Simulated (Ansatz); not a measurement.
# CH₄BClOS: up Jacob's ladder to CCSD(T)

An exercise on one series of results from a longer session: the logs are not shown, and one member is left open.

Computed with Ansatz 0.2.0, Gaussian basis. Level: functionals in def2-TZVPP, the program's frozen cores in correlated methods.

Levels to be run: PBE-D4, r2SCAN-D4, PBE0-D4, B3LYP-D4, ωB97X-V, ωB97M-V, B2PLYP; CCSD(T)/def2-TZVPP; MP2/def2-QZVPP; extrapolation to the limit.

## The relaxed structure

All runs share one geometry, relaxed beforehand with PBE0-D4 in a triple-zeta def2 set.

SMILES `SCOBCl`, 9 atoms, charge 0, spin multiplicity 1.

Atoms are counted from 1 here; the program's logs count them from 0.

Bond lengths: S1–C2 1.799 Å, S1–H6 1.343 Å, C2–O3 1.412 Å, C2–H7 1.088 Å, C2–H8 1.093 Å, O3–B4 1.342 Å, B4–Cl5 1.750 Å, B4–H9 1.194 Å. Angles: C2–S1–H6 96.3°, S1–C2–O3 113.6°, S1–C2–H7 110.2°, S1–C2–H8 105.4°, O3–C2–H7 107.2°, O3–C2–H8 111.2°, H7–C2–H8 109.4°, C2–O3–B4 120.7°, O3–B4–Cl5 118.1°, O3–B4–H9 122.5°, Cl5–B4–H9 119.4°.

The first run:

Contents of in.yaml:

```yaml
crystal:
  periodic: [false, false, false]
  atoms:
    - {symbol: S, position_ang: [-2.009450, -0.389873, -0.220991]}
    - {symbol: C, position_ang: [-0.471476, -0.320667, 0.710215]}
    - {symbol: O, position_ang: [0.471640, 0.584467, 0.175961]}
    - {symbol: B, position_ang: [1.367794, 0.180175, -0.736916]}
    - {symbol: Cl, position_ang: [2.469698, 1.370038, -1.394591]}
    - {symbol: H, position_ang: [-2.435932, 0.840801, 0.105458]}
    - {symbol: H, position_ang: [-0.666896, -0.013452, 1.735730]}
    - {symbol: H, position_ang: [-0.084075, -1.342523, 0.705876]}
    - {symbol: H, position_ang: [1.447094, -0.955365, -1.097940]}
basis:
  gaussian: {orbitals: def2-TZVPP}
hamiltonian: {xc: pbe, dispersion: d4}
output: {forces: true, orbitals: {seedname: orbitals}}
```

Launch:

```console
$ ansatz run in.yaml --threads 4 --pin off --events-out ev --progress --plain --max-ram 10444MiB
```

Among the steps run: PBE-D4 (GGA); r2SCAN-D4 (meta-GGA); PBE0-D4 (hybrid); B3LYP-D4 (hybrid); ωB97X-V (range-separated); ωB97M-V (range-separated); B2PLYP (double hybrid); CCSD(T) in def2-TZVPP; MP2 in def2-QZVPP.

One table of the session follows, with a row left open; its other results are not shown here.

```
            method  atomisation energy (kJ/mol)
            PBE-D4                       3406.1
         r2SCAN-D4                       3344.4
           PBE0-D4                       3335.7
          B3LYP-D4                       3308.7
           ωB97X-V                       3329.4
           ωB97M-V                       3342.0
            B2PLYP                       3278.4
     HF/def2-TZVPP                       2409.0
    MP2/def2-TZVPP                       3306.6
   CCSD/def2-TZVPP                       3162.3
CCSD(T)/def2-TZVPP                       3221.1
           MP2/CBS                       3395.0
       CCSD(T)/CBS                            ?
```

**Question.** Estimate the row for CCSD(T)/CBS.

**Answer.** atomisation energy (kJ/mol): 3309.5. In the column «atomisation energy (kJ/mol)» it lies between B3LYP-D4 (3308.7) and ωB97X-V (3329.4).
